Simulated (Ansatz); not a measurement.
What does this script print? It uses the Ansatz DFT code, driven from Python.

The script reads `POSCAR_gair`:
```text
GaIr
1.0
   3.00400000    0.00000000    0.00000000
   0.00000000    3.00400000    0.00000000
   0.00000000    0.00000000    3.00400000
Ga Ir
1 1
Direct
   0.00000000    0.00000000    0.00000000
   0.50000000    0.50000000    0.50000000
```

`gair.py`:
```python
"""Relax GaIr, then bands and states at the relaxed cell."""

import warnings

import ansatz as az
from ase.io import read
import numpy as np

XC = "pbesol"
OCCUPATIONS = "fermi_dirac"
MIXING_BETA = 0.4
SCF_TOL = 1e-05


def count_gap(report):
    # lowest empty less highest filled band, counting bands; zero where they overlap
    return max(report.get("gap_by_band_count_ev") or 0.0, 0.0)


def setup_for(crystal, spacing):
    return (
        crystal.calculation()
        .functional(XC)
        .pseudopotentials("paw")
        .basis(20 * az.Ry)
        .occupations(OCCUPATIONS, width=100 * az.meV)
        .mixing("anderson", ndim=8, beta=MIXING_BETA)
        .eigensolver("davidson", full_accuracy=True)
        .initial_density(normalization="atom")
        .scf(tolerance=SCF_TOL)
        .kpoints(spacing=spacing)
    )

warnings.simplefilter("ignore", az.DeckWarning)

atoms = read("POSCAR_gair", format="vasp")
crystal = az.Crystal.from_ase(atoms)

relaxed = setup_for(crystal, 0.34).relax(cell=True, force_tolerance=0.02, max_steps=40).checkpoint(write="relax.run", compress=False).run(threads=1, backend="cpu")
cell = np.asarray(relaxed.lattice.cell_ang)
print("relaxed edges (A):", np.linalg.norm(cell, axis=1).round(4), " volume:", round(abs(np.linalg.det(cell)), 3), "A^3")
for site in relaxed.lattice.sites:
    print(" ", site.symbol, np.round(site.position_frac, 4) + 0.0)

final = az.Crystal.from_checkpoint("relax.run")
outcome = setup_for(final, 0.26).functional("pbesol").stress().band_table().density_of_states(energy_step=0.05).run(threads=1, backend="cpu")
r = outcome.report
dos = outcome.density_of_states()
print(f"pressure at the relaxed cell {np.trace(r['stress_gpa']) / 3:.3f} GPa, gap by band count {count_gap(r):.3f} eV")
if count_gap(r) == 0:
    print("states/eV at the Fermi level:", round(float(np.interp(dos.fermi_ev, dos.energies_ev, dos.spin_summed_g_bin_mean_per_ev)), 3))
```

```console
$ python gair.py
relaxed edges (A): [3.0288 3.0288 3.0288]  volume: 27.786 A^3
  Ga [0. 0. 0.]
  Ir [0.5 0.5 0.5]
pressure at the relaxed cell 0.673 GPa, gap by band count 0.000 eV
states/eV at the Fermi level: 0.34
```

Caveats:
- These settings explore the input space; cutoff and mesh may be short of convergence.
- The cutoff lies under the one recommended for these potentials.
- Under the recommended cutoff a pressure can be off by several GPa, even in sign.
- An absolute Fermi energy rests on an arbitrary zero of the periodic potential and has no direct meaning.
- The program warned that this SCF threshold is loose for forces or stresses.
- A gap by band count of zero or less means overlapping bands, a metal.
- The starting cell is as deposited in a crystallographic database; the results hold for this polymorph, which needn't be the stable one.
- Gaps and levels are Kohn-Sham values on a finite set of k-points, without spin-orbit coupling.
- Where the second run takes another functional or mesh than the relaxation, its pressure isn't zero; pressure is positive in compression.
- The computed bands are complete only to about 6.2 eV above the Fermi level; beyond that the density of states is undercounted.
- The script silences the warnings on its input, which a real study should read.
- Timing: 6.5 s on 1 thread of Intel(R) Xeon(R) 6975P-C (Granite Rapids), on a shared host, peak memory 0.44 GiB.

(Lines on the test bed's own set-up are left out of the output.)
